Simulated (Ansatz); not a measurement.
# Y8NO: the cost of one run

Program: Ansatz 0.2.0. Level of theory: DFT PBE, scalar-relativistic, plane waves, PAW. These are calculated values, not measurements.

18 further runs of the same task are left out: 1 that didn't finish, 17 set aside as unsound or not needed.

### 1 The starting structure

The structure is monoclinic, space group Pm (No. 6). The conventional cell has a = 7.313 Å, b = 5.674 Å, c = 21.998 Å, α = 90.00°, β = 90.00°, γ = 90.00°. Y (site symmetry m) has 8 Y at 3.42 to 3.66 Å as nearest neighbours. Y (site symmetry m) is surrounded by 10 Y at 3.38 to 3.66 Å. Around Y (site symmetry m) lie 1 N at 1.98 Å and 1 O at 1.98 Å. Y (site symmetry m) has 10 Y at 3.38 to 3.66 Å and 1 N at 3.66 Å and 1 O at 3.66 Å as nearest neighbours. Around Y (site symmetry m) lie 2 N at 3.22 Å and 8 Y at 3.46 to 3.66 Å. Y (site symmetry m) is surrounded by 2 O at 3.22 Å and 8 Y at 3.46 to 3.66 Å. Only part of the 10 independent sites is listed.

As a file:

```xyz
10
Lattice="7.3130 0.0000 0.0000 0.0000 5.6740 0.0000 0.0000 0.0000 21.9981" Properties=species:S:1:pos:R:3 pbc="T T T"
Y     0.0000    4.2555    4.0000
Y     3.6565    4.2555    4.0000
Y     1.8282    1.4185    5.0555
Y     5.4847    1.4185    5.0555
Y     1.8282    4.2555    6.8874
Y     5.4847    4.2555    6.8874
Y     0.0000    1.4185    7.9981
Y     3.6565    1.4185    7.9981
N     1.2982    4.2555    8.7981
O     2.3582    4.2555    8.7981
```

This is the geometry of the first run shown, built on a cell relaxed beforehand with the same method.

### 2 The scan

Atoms count from 1 in the order of the input.

NO lies flat over one site of a rigid substrate while its bond length and height are varied.

- distance N9-O10: 8 values from 1.060 to 3.060 Å
- height of the NO axis above the plane of Y7: 8 values from 0.80 to 3.60 Å

Nothing else is relaxed. Points are written as (first, second).

### 3 Grid point (1.060 Å, 0.80 Å)

A dipole layer in the vacuum cancels the field that periodic copies would set up if the slab's two faces differ.

The input, input.yaml:

```yaml
crystal:
  lattice:
    - [7.3129608294, 0.0, 0.0]
    - [0.0, 5.6740148911, 0.0]
    - [0.0, 0.0, 21.998075801]
  atoms:
    - { symbol: "Y", position: [0.0, 0.75, 0.1818340857] }
    - { symbol: "Y", position: [0.5, 0.75, 0.1818340857] }
    - { symbol: "Y", position: [0.25, 0.25, 0.2298171449] }
    - { symbol: "Y", position: [0.75, 0.25, 0.2298171449] }
    - { symbol: "Y", position: [0.25, 0.75, 0.3130925673] }
    - { symbol: "Y", position: [0.75, 0.75, 0.3130925673] }
    - { symbol: "Y", position: [0.0, 0.25, 0.3635807001] }
    - { symbol: "Y", position: [0.5, 0.25, 0.3635807001] }
    - { symbol: "N", position: [0.1775259348, 0.75, 0.3999475173], spin: 1.0 }
    - { symbol: O, position: [0.3224740652, 0.75, 0.3999475173] }
basis:
  ecutwfc: 420
kpoints:
  mp_grid: { grid: [4, 5, 1] }
hamiltonian:
  xc: pbe
scf:
  occupations: { method: gaussian, width: 0.1 }
output:
  forces: true
  eigenvalues: true
  populations: true
magnetization:
  spin_polarized: true
efield:
  axis: 3
  dipole_correction: true
  ramp_width: 0.04
```

On the command line:

```sh
$ ansatz run input.yaml --threads 4 --pin off --max-ram 12288MiB --backend cpu --events-out ev --progress --plain --runs-dir out
```

Q: Estimate wall time and peak memory on 4 threads of AMD EPYC 9R45 (Zen 5), shared host.

About 2.6 min, with a peak of 2.8 GiB.
